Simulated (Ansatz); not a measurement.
## C2H8SSn, SMILES C[S][SnH2][CH3]: a single point from an input written key by key, step by step

Program: Ansatz 0.2.0, Python API.

The cells in order, each with its output:

In [1]:
```python
import ansatz
```

In [2]:
```python
DECK = """
crystal:
  periodic: [false, false, false]
  atoms:
    - { symbol: C, position_ang: [-1.2625, 1.5465, -0.4053] }
    - { symbol: S, position_ang: [0.0854, 1.9337, 0.6876] }
    - { symbol: Sn, position_ang: [0.4665, -0.4027, 1.1294] }
    - { symbol: C, position_ang: [1.1504, -1.3835, -0.6716] }
    - { symbol: H, position_ang: [-0.9656, 0.9906, -1.3069] }
    - { symbol: H, position_ang: [-2.0994, 1.0504, 0.1295] }
    - { symbol: H, position_ang: [-1.7062, 2.5535, -0.7749] }
    - { symbol: H, position_ang: [-0.9213, -1.1241, 1.7626] }
    - { symbol: H, position_ang: [1.7909, -0.5352, 2.362] }
    - { symbol: H, position_ang: [1.9674, -0.8869, -1.0739] }
    - { symbol: H, position_ang: [0.2294, -1.3525, -1.3738] }
    - { symbol: H, position_ang: [1.3419, -2.4451, -0.4307] }
basis:
  gaussian: { orbitals: def2-SVP }
hamiltonian:
  xc: pbe
accuracy: medium
scf:
  lower_state_search: full
"""
```

In [3]:
```python
session = ansatz.Session.from_yaml(DECK)
summary = session.plan(threads=1).execute().report
```

In [4]:
```python
print("reference energy %16.6f eV" % summary["reference_energy_ev"])
print("total energy     %16.6f eV" % summary["free_energy_ev"])
print("occupied orbitals outside the frozen core (up, down):", summary["n_occupied"], " frozen:", summary["n_frozen"], " virtual:", summary["n_virtual"])
symbols = ["C", "S", "Sn", "C", "H", "H", "H", "H", "H", "H", "H", "H"]
state = summary["mean_field"]["state"]
print(f"mean field: {state['energy']['hartree']:.7f} Ha, <S^2> = {abs(state['spin_squared']):.4f}, stability: {state.get('stability', {}).get('kind')}")
```
```text
reference energy    -18857.855618 eV
total energy        -18857.855618 eV
occupied orbitals outside the frozen core (up, down): [29, 29]  frozen: 0  virtual: [83, 83]
mean field: -693.0134116 Ha, <S^2> = 0.0000, stability: minimum
```

What to keep in mind:
- These settings explore the input space; basis and method may be short of convergence.
- The geometry is a force-field or estimated start, not a minimum of this method, and the basis set is short of its limit.
- def2 sets replace the cores of elements past krypton by effective core potentials.
- Timing: 5.5 s on 1 thread of Intel(R) Xeon(R) Platinum 8259CL CPU @ 2.50GHz (Skylake/Cascade Lake), with other jobs on the host, peak memory 0.2 GiB.

(Lines on the test bed's own set-up are left out of the output.)
